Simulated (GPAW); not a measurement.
Runs of GPAW 26.7.0 on HfB. Symmetry: Fm-3m, No. 225, cubic system. Conventional cell: a = 4.620 Å, b = 4.620 Å, c = 4.620 Å, α = 90.00°, β = 90.00°, γ = 90.00°. Hf (site symmetry m-3m) has 6 B at 2.31 Å as nearest neighbours. Around B (site symmetry m-3m) lie 6 Hf at 2.31 Å. 

```tsv
level	potentials or basis	cell	eigensolver	target pressure	gap on the mesh (eV)	pressure (GPa)	relaxed volume (Å³/atom)
BLYP	PAW data sets generated in the run's folder for this functional, pw	relaxed	davidson	-	none	0.0	14.62
revPBE	the program's PAW data sets (release 1.2.1) made for this functional, pw	relaxed	-	-	none	0.2	(a)
LDA	the program's PAW data sets (release 1.2.1) made for this functional, pw	relaxed to 10 GPa	-	10 GPa	none	10.2	-
PBE	GPAW PAW data sets (gpaw-data 1.2.1), pw	relaxed	-	-	none	0.1	14.19
LDA	the program's PAW data sets (release 1.2.1) made for this functional, pw	relaxed to 20 GPa	-	20 GPa	none	19.8	-
```

Alike in all rows: task relaxation of cell and atoms; no spin polarisation; k mesh 10 × 10 × 10; cutoff (eV) 800; smearing fermi-dirac 0.05 eV.

Problem. Fill in the values left out.

Solution. (a) 14.40.

Caveats: later steps reuse the first step's grids; the volume moved by over 15 % at a fixed basis, so the end points are rough (some runs); the relaxation stopped at its first step, so nothing moved (some runs).

A k mesh can miss the band edges, and the runs leave out spin-orbit coupling on Hf.

A gap of «none» marks a metal or a gap under the smearing width.
